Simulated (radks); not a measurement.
**Ionisation energy and size from Hf⁴⁺ to Au⁴⁺**

An exercise on one series of results from a longer session: the logs are not shown, and one member is left open.

Program: radks (a radial shooting solver on a logarithmic mesh, Libxc functionals) version 1. Level of theory: Dirac Kohn-Sham, PBE, spin-unpolarised, spherical densities, point nucleus; open shells fill j = l - 1/2 first. These are calculated values, not measurements, unless marked.

### Starting point

| Item | Value |
| --- | --- |
| species | Hf⁴⁺, Ta⁴⁺, W⁴⁺, Re⁴⁺, Os⁴⁺, Ir⁴⁺, Pt⁴⁺, Au⁴⁺ |
| runs | 16, each species and its next ion |

Set-up of the first run:

Input:

```text
Z 72
configuration [Xe] 4f14
relativity Dirac
functional pbe,pbe
spin unpolarised
j_filling energy
nucleus point
c 137.035999084
```

Among the steps run: Hf⁴⁺, [Xe] 4f14; Hf⁵⁺, [Xe] 4f13; Ta⁴⁺, [Xe] 4f14 5d1; Ta⁵⁺, [Xe] 4f14; W⁴⁺, [Xe] 4f14 5d2; W⁵⁺, [Xe] 4f14 5d1; Re⁴⁺, [Xe] 4f14 5d3; Re⁵⁺, [Xe] 4f14 5d2; Os⁴⁺, [Xe] 4f14 5d4; Os⁵⁺, [Xe] 4f14 5d3; Ir⁴⁺, [Xe] 4f14 5d5; Ir⁵⁺, [Xe] 4f14 5d4; Pt⁴⁺, [Xe] 4f14 5d6; Pt⁵⁺, [Xe] 4f14 5d5; Au⁴⁺, [Xe] 4f14 5d7; Au⁵⁺, [Xe] 4f14 5d6.

One table of the session follows, with a row left open; its other results are not shown here.

```
species  Δ-SCF (eV)  −ε(HOMO) (eV)  its <r> (bohr)
   Hf⁴⁺      68.750         57.041            1.33
   Ta⁴⁺      48.080         41.597            1.72
    W⁴⁺      50.630         43.958            1.64
   Re⁴⁺      53.165         46.303            1.58
   Os⁴⁺      55.683         48.629            1.52
   Ir⁴⁺      56.605         49.499            1.50
   Pt⁴⁺      59.040         51.742            1.45
   Au⁴⁺           ?              ?               ?
```

Q: Estimate the row for Au⁴⁺ from the others.

The run gave: Δ-SCF (eV): 61.453; −ε(HOMO) (eV): 53.965; its <r> (bohr): 1.40. In the column «Δ-SCF (eV)» it lies between Pt⁴⁺ (59.040) and Hf⁴⁺ (68.750).

Caveats from the session: For Hf⁴⁺ the highest level isn't the widest one, so −ε(HOMO) and <r> belong to different orbitals, and Δ-SCF follows the ion's typed configuration. Spin polarisation and multiplet splitting are left out, so open shells lie too high by an amount that depends on their filling.
